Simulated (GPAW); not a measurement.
LiY3:

```
Y Li
1.0
    -2.36719    2.36719    5.32664
     2.36719   -2.36719    5.32664
     2.36719    2.36719   -5.32664
Y Li
3 1
Cartesian
  0.0000 0.0000 5.3266
  2.3672 0.0000 2.6633
  0.0000 2.3672 2.6633
  0.0000 0.0000 0.0000
```

The cell comes from a database or a generator and needn't be the stable form of this composition.

Base run:

* Program: GPAW 26.7.0
* Functional: PBE
* Potentials or basis: GPAW PAW data sets (gpaw-data 1.2.1)
* Cutoff: 800 eV
* Basis: pw
* k mesh: 6 × 6 × 6
* Occupations: fermi-dirac, width 0.05 eV
* Spin: no spin polarisation
* Hubbard terms: Y d U = 5 eV

Its results: band gap on the k mesh none (metal or under the smearing width); pressure 8.8 GPa.

The run is repeated on the same cell with these changes: hubbard terms from Y d U = 5 eV to Y d U = 4 eV. What comes out?

Band gap on the k mesh none (metal or under the smearing width); pressure 7.0 GPa.

Caveats: U without spin polarisation on a metal has little footing; the U is typed as a test and isn't derived for this compound.
